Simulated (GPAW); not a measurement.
Here is a GPAW 26.7.0 calculation.

run.py

```python
from ase import Atoms
from ase.eos import EquationOfState
from ase.io import Trajectory
from ase.units import GPa
from gpaw import GPAW, PW

atoms = Atoms(['Au', 'Al', 'Al', 'Al'],
              cell=[[-2.025333, 2.025333, 4.0566],
                    [2.025333, -2.025333, 4.0566],
                    [2.025333, 2.025333, -4.0566]],
              scaled_positions=[[0.0, 0.0, 0.0],
                                [0.5, 0.5, 0.0],
                                [0.25, 0.75, 0.5],
                                [0.75, 0.25, 0.5]],
              pbc=True)

traj = Trajectory('eos.traj', 'w')
volumes, energies = [], []
for x in [0.94, 0.96, 0.98, 1.0, 1.02, 1.04, 1.06]:
    a = atoms.copy()
    a.set_cell(atoms.cell * x**(1 / 3), scale_atoms=True)
    calc = GPAW(mode=PW(600),
                xc='PBE',
                kpts={'size': (9, 9, 9), 'gamma': True},
                occupations={'name': 'fermi-dirac', 'width': 0.05},
                nbands=22,
                convergence={'density': 1e-05, 'energy': 1e-05},
                maxiter=150,
                txt=f'eos-{x:.2f}.txt')
    a.calc = calc
    energies.append(a.get_potential_energy(force_consistent=True))
    volumes.append(a.get_volume())
    p = -a.get_stress()[:3].mean() / GPa
    calc.write(f'eos-{x:.2f}.gpw')
    traj.write(a)
    print(f'{x:.2f} {volumes[-1]:10.4f} A^3 {energies[-1]:14.6f} eV {p:9.3f} GPa', flush=True)

v0, e0, B = EquationOfState(volumes, energies, eos='birchmurnaghan').fit()
print(f'V0 = {v0:.4f} A^3, E0 = {e0:.6f} eV, B0 = {B / GPa:.2f} GPa')
```

Potentials or basis: GPAW PAW data sets (gpaw-data 1.2.1), pw.

Run with:

```sh
$ OMP_NUM_THREADS=1 python run.py
```

Predict the pressure derivative of the bulk modulus.

4.8.

Predict the equilibrium volume.

16.78 Å³/atom.

Energy against volume, from the lowest point:
```tsv
volume (Å³/atom)	energy (meV/atom)
15.642	25.44
15.974	12.03
16.307	3.74
16.640	0.00
16.973	0.32
17.306	4.26
17.638	11.42
```

Caveat: with this Au data set, volumes or pressures lay over 1.5 % or 2 GPa off other programs in two to four cells of ten; the cell was scaled at fixed shape and fractional positions, which overstates the stiffness of a crystal with free parameters, most of all of layers and chains. The run has no spin-orbit coupling, so splittings on Au are missing.
